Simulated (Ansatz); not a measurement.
# Ti2WN3: the cost of one run

Computed with Ansatz 0.2.0 (DFT PBE, scalar-relativistic, plane waves, PAW, unless a step's input says otherwise).

## (1) The structure to begin with

The structure is trigonal, space group P-3m1 (No. 164). Conventional cell: a = 2.974 Å, b = 2.974 Å, c = 7.661 Å, α = 90.00°, β = 90.00°, γ = 120.00°. Ti (site symmetry 3m) has 6 N at 2.09 to 2.15 Å as nearest neighbours. Around W (site symmetry -3m) lie 6 N at 2.18 Å. N (site symmetry 3m) is surrounded by 3 Ti at 2.15 Å and 3 W at 2.18 Å. N (site symmetry -3m) is surrounded by 6 Ti at 2.09 Å.

Coordinates:

```cif
data_structure
_symmetry_space_group_name_H-M 'P-3m1'
_symmetry_Int_Tables_number 164
_cell_length_a 2.9741
_cell_length_b 2.9741
_cell_length_c 7.6612
_cell_angle_alpha 90.000
_cell_angle_beta 90.000
_cell_angle_gamma 120.000
_cell_volume 58.69
loop_
_atom_site_label
_atom_site_type_symbol
_atom_site_symmetry_multiplicity
_atom_site_Wyckoff_symbol
_atom_site_fract_x
_atom_site_fract_y
_atom_site_fract_z
_atom_site_occupancy
Ti1 Ti 2 d 0.33333 0.66667 0.65611 1
W1 W 1 a 0.00000 0.00000 0.00000 1
N1 N 2 d 0.66667 0.33333 0.82419 1
N2 N 1 b 0.00000 0.00000 0.50000 1
```

The cell was relaxed beforehand at this level, from a generated guess; it is a trial structure. At a tolerance of 0.05 Å it has space group P-3m1 (No. 164); it has 9.78 Å³/atom, an uncorrected energy of -1.11 eV/atom over the elements.

## (2) Electronic structure at the relaxed geometry

File input.yaml:

```yaml
crystal:
  lattice:
    - [2.9741191325, 0.0, 0.0]
    - [-1.4870595663, 2.5756627226, 0.0]
    - [0.0, 0.0, 7.6611551711]
  atoms:
    - { symbol: Ti, position: [0.3333333333, 0.6666666667, 0.6561115132] }
    - { symbol: Ti, position: [0.6666666667, 0.3333333333, 0.3438884868] }
    - { symbol: W, position: [0.0, 0.0, 0.0] }
    - { symbol: "N", position: [0.6666666667, 0.3333333333, 0.8241894479] }
    - { symbol: "N", position: [0.3333333333, 0.6666666667, 0.1758105521] }
    - { symbol: "N", position: [0.0, 0.0, 0.5] }
basis:
  ecutwfc: 420
kpoints:
  mp_grid: { grid: [12, 12, 6] }
  band_path:
    path:
      - [[0.0, 0.0, 0.0], [0.5, 0.0, 0.0], [0.33333333, 0.33333333, 0.0], [0.0, 0.0, 0.0], [0.0, 0.0, 0.5], [0.5, 0.0, 0.5], [0.33333333, 0.33333333, 0.5], [0.0, 0.0, 0.5]]
      - [[0.5, 0.0, 0.5], [0.5, 0.0, 0.0]]
      - [[0.33333333, 0.33333333, 0.5], [0.33333333, 0.33333333, 0.0]]
    npoints: 14
hamiltonian:
  xc: pbe
scf:
  occupations: { method: gaussian, width: 0.1 }
  n_extra_bands: 15
output:
  forces: true
  stress: true
  eigenvalues: true
  populations: true
  dos: { projected: true, de: 0.02, nscf_kmesh: { grid: [15, 15, 8] } }
  bader: true
  write_density: true
  write_potential: true
  elf: true
  volumetric_format: npy
```

Launch:

```sh
$ ansatz run input.yaml --threads 1 --pin off --max-ram 2560MiB --backend cpu --events-out ev --progress --plain --runs-dir out
```

Q: Estimate wall time and peak memory on 1 thread of Arm Neoverse V1, shared host.

About 81 s, with a peak of 0.54 GiB.
